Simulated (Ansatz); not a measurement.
# CaPt (rocksalt type): the cost of one run

Method: DFT r²SCAN, with the methods named in each step, in Ansatz 0.2.0.

### Step 1. Starting point

Symmetry: Fm-3m, No. 225, cubic system. Conventional cell: a = 5.992 Å, b = 5.992 Å, c = 5.992 Å, α = 90.00°, β = 90.00°, γ = 90.00°. Around Ca (site symmetry m-3m) lie 6 Pt at 3.00 Å. Pt (site symmetry m-3m) has 6 Ca at 3.00 Å as nearest neighbours.

Coordinates:

```
Ca Pt
1.0
     0.00000    2.99602    2.99602
     2.99602    0.00000    2.99602
     2.99602    2.99602    0.00000
Ca Pt
1 1
Direct
  0.00000 0.00000 0.00000
  0.50000 0.50000 0.50000
```

An invented auride-like structure; its stability wasn't tested.

Atoms are numbered in the order of the input: Ca1, Pt2.

### Step 2. Cell and atoms relaxed, PAW

input.yaml reads:

```yaml
crystal:
  lattice:
    - [0.0, 2.9960247348, 2.9960247348]
    - [2.9960247348, 0.0, 2.9960247348]
    - [2.9960247348, 2.9960247348, 0.0]
  atoms:
    - { symbol: Ca, position: [0.0, 0.0, 0.0] }
    - { symbol: Pt, position: [0.5, 0.5, 0.5] }
kpoints:
  mp_grid: { grid: [12, 12, 12] }
scf:
  occupations: { method: fermi_dirac, width: 0.05 }
hamiltonian:
  xc: r2scan
  pseudopotentials: { kind: paw }
output:
  forces: true
  stress: true
relax:
  f_tol: 0.005
  max_steps: 50
  cell: {}
```

Launch:

```
> ansatz run input.yaml --threads 1 --pin off --max-ram 2048MiB --backend cpu --events-out ev --progress --plain --runs-dir out
```

Q: Estimate wall time and peak memory on 1 thread of Arm Neoverse N1, shared host.

About 77 s, with a peak of 0.58 GiB.
